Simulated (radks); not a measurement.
# Valence configurations of Nd³⁺

NIST gives [Xe] 4f3 as the ground configuration of Nd³⁺. Does this level of theory agree? Several fillings of the valence shells are run.

Method: Dirac Kohn-Sham, BLYP, spin-unpolarised, spherical densities, finite nucleus; open shells fill j = l - 1/2 first. Code: radks (a radial shooting solver on a logarithmic mesh, Libxc functionals) version 1.

## Step 1: Starting point

- element: neodymium (Z = 60)
- charge: +3
- electrons: 57
- configuration: [Xe] 4f3
- nuclear rms radius: 4.9123 fm
- others tried: 4f2.5 5d0.5; 4f1 6s2; 4f2 6p1; 4f1 6s1 6p1; 4f2 6s1; 6s2 6p1; 4f1 6p2; 4f2 5d1

## Step 2: [Xe] 4f3

Settings of this run:

```text
Z 60
configuration [Xe] 4f3
relativity Dirac
functional b88,lyp
spin unpolarised
j_filling energy
nucleus finite rms 4.9123 fm
c 137.035999084
```

Run with:

```console
$ python run_ks.py task.json out
```

The same process makes all the runs of this session.

## Step 3: [Xe] 4f2.5 5d0.5

Input: that of step 2 with these lines changed.

```diff
@@ -1,3 +1,3 @@
 Z 60
-configuration [Xe] 4f3
+configuration [Xe] 4f2.5 5d0.5
 relativity Dirac
```

## Step 4: [Xe] 4f1 6s2

Input: that of step 3 with these lines changed.

```diff
@@ -1,3 +1,3 @@
 Z 60
-configuration [Xe] 4f2.5 5d0.5
+configuration [Xe] 4f1 6s2
 relativity Dirac
```

## Step 5: [Xe] 4f2 6p1

Input: that of step 4 with these lines changed.

```diff
@@ -1,3 +1,3 @@
 Z 60
-configuration [Xe] 4f1 6s2
+configuration [Xe] 4f2 6p1
 relativity Dirac
```

## Step 6: [Xe] 4f1 6s1 6p1

Input: that of step 5 with these lines changed.

```diff
@@ -1,3 +1,3 @@
 Z 60
-configuration [Xe] 4f2 6p1
+configuration [Xe] 4f1 6s1 6p1
 relativity Dirac
```

## Step 7: [Xe] 4f2 6s1

Input: that of step 6 with these lines changed.

```diff
@@ -1,3 +1,3 @@
 Z 60
-configuration [Xe] 4f1 6s1 6p1
+configuration [Xe] 4f2 6s1
 relativity Dirac
```

## Step 8: [Xe] 6s2 6p1

Input: that of step 7 with these lines changed.

```diff
@@ -1,3 +1,3 @@
 Z 60
-configuration [Xe] 4f2 6s1
+configuration [Xe] 6s2 6p1
 relativity Dirac
```

## Step 9: [Xe] 4f1 6p2

Input: that of step 8 with these lines changed.

```diff
@@ -1,3 +1,3 @@
 Z 60
-configuration [Xe] 6s2 6p1
+configuration [Xe] 4f1 6p2
 relativity Dirac
```

## Step 10: [Xe] 4f2 5d1

Input: that of step 9 with these lines changed.

```diff
@@ -1,3 +1,3 @@
 Z 60
-configuration [Xe] 4f1 6p2
+configuration [Xe] 4f2 5d1
 relativity Dirac
```

Before running it: what results should come out? Wanted: for each run, valence; E − E(NIST configuration); highest level; its energy; 1s shift.

As calculated:

```csv
valence,E − E(NIST configuration) (eV),highest level,its energy (eV),1s shift (eV)
4f3,0.000,4f5/2,-30.750,+0.00
4f2.5 5d0.5,3.836,5d3/2,-25.138,-3.73
4f2 5d1,8.930,5d3/2,-26.015,-7.69
4f2 6s1,12.874,6s1/2,-23.722,-10.87
4f2 6p1,17.540,6p1/2,-19.509,-11.72
4f1 6s2,34.202,6s1/2,-25.703,-23.05
4f1 6s1 6p1,39.250,6p1/2,-21.069,-23.88
4f1 6p2,44.342,6p1/2,-21.451,-24.69
6s2 6p1,70.537,6p1/2,-22.567,-37.13
```

Theory agrees with NIST among these: the next, 4f2.5 5d0.5, lies 3.836 eV higher. The energies are those of spherical spin-averaged densities, not of single terms. The 1s eigenvalue shifts by up to 37.13 eV as the valence charge is rearranged.
